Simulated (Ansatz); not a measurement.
# CH5GeLi (SMILES [Li][CH2][GeH3]): one structure at several levels

One table from this session's results is given with a row withheld; the runs are named, their logs left out.

The runs use Ansatz 0.2.0, Gaussian basis; single points in def2-TZVPP.

Cores are frozen in the correlated methods. Filled d shells of the heavier atoms are correlated. The outer core shell of Li, Na, Mg and K is correlated.

## The system as given

8 atoms, charge 0, spin multiplicity 1.

Atoms are counted from 1 here; the program's logs count them from 0.

Bond lengths: Li1–C2 1.968 Å, C2–Ge3 1.883 Å, C2–H4 1.098 Å, C2–H5 1.058 Å, Ge3–H6 1.544 Å, Ge3–H7 1.547 Å, Ge3–H8 1.510 Å. Angles: Li1–C2–Ge3 102.7°, Li1–C2–H4 113.8°, Li1–C2–H5 114.6°, Ge3–C2–H4 107.9°, Ge3–C2–H5 112.1°, H4–C2–H5 105.7°, C2–Ge3–H6 110.6°, C2–Ge3–H7 113.8°, C2–Ge3–H8 121.2°, H6–Ge3–H7 100.1°, H6–Ge3–H8 103.1°, H7–Ge3–H8 105.5°.

Coordinates:

```xyz
8
CH5GeLi
Li   -2.28330    0.31560   -0.27650
C    -0.40380    0.50650   -0.82850
Ge    0.52440   -0.36240    0.55990
H    -0.16300   -0.00790   -1.76860
H    -0.08210    1.50650   -0.95800
H     0.18560    0.27680    1.92440
H     0.05000   -1.81260    0.81490
H     2.03330   -0.42210    0.57510
```

Set-up of the first run:

Contents of run/in.yaml:

```yaml
crystal:
  periodic: [false, false, false]
  atoms:
    - {symbol: Li, position_ang: [-2.283300, 0.315600, -0.276500]}
    - {symbol: C, position_ang: [-0.403800, 0.506500, -0.828500]}
    - {symbol: Ge, position_ang: [0.524400, -0.362400, 0.559900]}
    - {symbol: H, position_ang: [-0.163000, -0.007900, -1.768600]}
    - {symbol: H, position_ang: [-0.082100, 1.506500, -0.958000]}
    - {symbol: H, position_ang: [0.185600, 0.276800, 1.924400]}
    - {symbol: H, position_ang: [0.050000, -1.812600, 0.814900]}
    - {symbol: H, position_ang: [2.033300, -0.422100, 0.575100]}
basis:
  gaussian: {orbitals: def2-TZVPP}
correlation: {method: ccsd_t}
output: {forces: true}
```

The command line of these runs was not kept.

Among the steps run: CCSD(T)/def2-TZVPP; PBE0-D4/def2-TZVPP; wB97M-V/def2-TZVPP; r2SCAN-D4/def2-TZVPP; PBE-D4/def2-TZVPP; LC-wPBE/def2-TZVPP; r2SCAN0-D4/def2-TZVPP.

One table of the session follows, with a row left open; its other results are not shown here.

| method | RMS force component (eV/Å) | angle to CCSD(T) forces (°) | dipole (D) |
| --- | --- | --- | --- |
| CCSD(T) | 0.476 | reference | 6.31 |
| PBE0-D4 | 0.476 | 9.1 | 6.22 |
| wB97M-V | 0.458 | 3.6 | 6.16 |
| r2SCAN-D4 | ? | ? | ? |
| PBE-D4 | 0.528 | 13.6 | 6.09 |
| LC-wPBE | 0.450 | 12.3 | 6.26 |
| r2SCAN0-D4 | 0.444 | 8.4 | 6.35 |

Q: Estimate the row for r2SCAN-D4 from the others.

As computed: RMS force component (eV/Å): 0.471; angle to CCSD(T) forces (°): 7.3; dipole (D): 6.32. In the column «RMS force component (eV/Å)» it lies between wB97M-V (0.458) and CCSD(T) (0.476).
